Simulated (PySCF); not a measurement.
# A diatomic session: BI+

An exercise on one series of results from a longer session: the logs are not shown, and one member is left open.

The runs use PySCF 2.14.0; B def2-SVPD, I def2-SVPD with ECP28, scalar-relativistic core potentials.

Set-up of the first run:

The job is set up so:

| Quantity | Value |
| --- | --- |
| atoms | B, I |
| charge | 1 |
| basis | B def2-SVPD, I def2-SVPD with ECP28 |
| Hamiltonian | scalar-relativistic core potentials |
| basis functions | 55 |
| electrons treated | 29 |
| masses in u | 11.0093, 126.9045 |
| levels | PBE0, PBE, r²SCAN, MN15, TPSSh, B2PLYP, LC-ωPBE, HF, MP2, SCS-MP2, CCSD, CCSD(T) |
| grid | 80 radial by 434 angular points |
| occupations | held fixed by the projection of orbital angular momentum |
| dissociation limit | B+ + I, each in its ground configuration |
| starting distance in angstrom | 2.225 |
| values of 2S to try | 1, 3 |

Started as:

```
$ OMP_NUM_THREADS=1 python dia.py task.json out
```

Steps of the session up to this table: Set-up; First curve: PBE0; Excited determinants; PBE; r²SCAN (meta-GGA); MN15 (hybrid meta-GGA); TPSSh (hybrid meta-GGA); B2PLYP; LC-ωPBE (range-separated hybrid); UHF; Correlated methods on the Hartree–Fock reference.

One table of the session follows, with a row left open; its other results are not shown here.

Energy (eV) from each level's lowest point:

| R (Å) | UHF | UHF-MP2 | UHF-SCS-MP2 | UHF-CCSD | UHF-CCSD(T) |
| --- | --- | --- | --- | --- | --- |
| 1.690 | 1.507 | 1.454 | 1.478 | n/a | n/a |
| 1.768 | 0.679 | 0.637 | 0.658 | 0.672 | 0.699 |
| 1.847 | 0.218 | 0.190 | 0.205 | 0.216 | 0.232 |
| 1.906 | 0.052 | 0.035 | 0.044 | 0.052 | 0.059 |
| 1.965 | 0.000 | 0.000 | 0.000 | 0.000 | 0.000 |
| 2.024 | 0.034 | 0.057 | 0.046 | 0.034 | 0.028 |
| 2.103 | ? | ? | ? | ? | ? |
| 2.201 | 0.436 | 0.585 | 0.527 | 0.435 | 0.426 |
| 2.319 | 0.791 | 1.075 | 0.981 | 0.802 | 0.807 |
| 2.476 | 1.220 | 1.701 | 1.564 | n/a | n/a |

Q: Estimate the row for R (Å) = 2.103 from the others.

Worked estimate for «UHF». A straight line through the neighbours (2.024, 0.034) and (2.201, 0.436) gives 0.034 + (0.436 − 0.034) × (2.103 − 2.024) / (2.201 − 2.024) = 0.213; a parabola fitted to 4 rows on both sides gives 0.191.

As computed: UHF: 0.174; UHF-MP2: 0.241; UHF-SCS-MP2: 0.211; UHF-CCSD: 0.172; UHF-CCSD(T): 0.161. In «UHF» the line misses by +0.039 and the parabola by +0.017.
